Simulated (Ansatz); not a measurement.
# MoS2: the cost of one run

Program: Ansatz 0.2.0. Level of theory: reference: DFT, HSE06, plane waves, PAW. These are calculated values, not measurements.

1 further run of the same task is left out (it didn't finish). Runs told in other sessions of the task aren't counted.

## 1. The structure to begin with

Symmetry: P6_3/mmc, No. 194, hexagonal system. The conventional cell has a = 3.173 Å, b = 3.173 Å, c = 12.435 Å, α = 90.00°, β = 90.00°, γ = 120.00°. Mo (site symmetry -6m2) has 6 S at 2.40 Å in its first shell of neighbours. S (site symmetry 3m) is surrounded by 3 Mo at 2.40 Å.

As a file:

```cif
data_structure
_symmetry_space_group_name_H-M 'P6_3/mmc'
_symmetry_Int_Tables_number 194
_cell_length_a 3.1730
_cell_length_b 3.1730
_cell_length_c 12.4354
_cell_angle_alpha 90.000
_cell_angle_beta 90.000
_cell_angle_gamma 120.000
_cell_volume 108.43
loop_
_atom_site_label
_atom_site_type_symbol
_atom_site_symmetry_multiplicity
_atom_site_Wyckoff_symbol
_atom_site_fract_x
_atom_site_fract_y
_atom_site_fract_z
_atom_site_occupancy
Mo1 Mo 2 d 0.66667 0.33333 0.25000 1
S1 S 4 f 0.33333 0.66667 0.37512 1
```

## 2. Reference

input.yaml

```yaml
crystal:
  lattice:
    - [3.1730083673, 0.0, 0.0]
    - [-1.5865041836, 2.7479058525, 0.0]
    - [0.0, 0.0, 12.4354192521]
  atoms:
    - { symbol: Mo, position: [0.6666666667, 0.3333333333, 0.2500161476] }
    - { symbol: Mo, position: [0.3333333333, 0.6666666667, 0.7499838524] }
    - { symbol: S, position: [0.3333333333, 0.6666666667, 0.3751203003] }
    - { symbol: S, position: [0.6666666667, 0.3333333333, 0.8750883708] }
    - { symbol: S, position: [0.3333333333, 0.6666666667, 0.1249116292] }
    - { symbol: S, position: [0.6666666667, 0.3333333333, 0.6248796997] }
kpoints:
  mp_grid: { grid: [6, 6, 2] }
hamiltonian:
  xc: hse06
scf:
  occupations: { method: fixed }
  n_extra_bands: 5
output:
  forces: true
  stress: true
  eigenvalues: true
```

Run with:

```sh
> ansatz run input.yaml --threads 4 --pin off --max-ram 4608MiB --backend cpu --events-out ev --progress --plain --runs-dir out
```

Q: Estimate wall time and peak memory on 4 threads of Arm Neoverse V2, shared host.

About 20 s, with a peak of 1.7 GiB.
